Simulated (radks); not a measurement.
**Ionising terbium step by step, Tb⁴⁴⁺ to Tb⁶⁴⁺**

An exercise on one series of results from a longer session: the logs are not shown, and one member is left open.

Method: scalar-relativistic Kohn-Sham, PBEsol, spin-polarised, spherical densities, finite nucleus; open shells are filled with parallel spins first. Code: radks (a radial shooting solver on a logarithmic mesh, Libxc functionals) version 1.

## The atom as given

| Quantity | Value |
| --- | --- |
| element | terbium (Z = 65) |
| charges | 44 to 64 |
| first configuration | [Ar] 3d3 |
| last configuration | 1s1 |

Outer shells as boxes (Hund's rule):

Tb⁴⁴⁺
```
[Ar] core
3d [↑ ][↑ ][↑ ][  ][  ]
```

Tb⁶⁴⁺
```
1s [↑ ]
```

Set-up of the first run:

Settings of this run:

```text
Z 65
configuration [Ar] 3d3
relativity scalar-relativistic
functional pbe_sol,pbe_sol
spin polarised
nucleus finite rms 5.06 fm
c 137.035999084
```

Among the steps run: Tb⁴⁴⁺, [Ar] 3d3.

One of the session's tables, all rows but one given; the rest of the session is left out.

It belongs to the step «Tb⁴⁴⁺, [Ar] 3d3». Sizes of the orbitals, from the radial functions (bohr):

| level | <r> | outermost maximum (interpolated) | 90 % within | nodes |
| --- | --- | --- | --- | --- |
| 2p up | 0.08029 | 0.0626 | 0.130 | 0 |
| 2p down | 0.08021 | 0.0626 | 0.130 | 0 |
| 3s up | 0.2256 | 0.212 | 0.328 | 2 |
| 3s down | 0.2260 | 0.212 | 0.329 | 2 |
| 3p up | 0.2212 | 0.206 | 0.328 | 1 |
| 3p down | 0.2217 | 0.206 | 0.329 | 1 |
| 3d up | ? | ? | ? | ? |
| 3d down | 0.1970 | 0.165 | 0.302 | 0 |

**Question.** Estimate the row for 3d up.

The run gave: <r>: 0.1965; outermost maximum (interpolated): 0.165; 90 % within: 0.301; nodes: 0. In the column «<r>» it lies between 2p up (0.08029) and 3d down (0.1970).

Limits of these values: Open shells are spherical and high-spin; term and fine-structure splittings are not resolved.
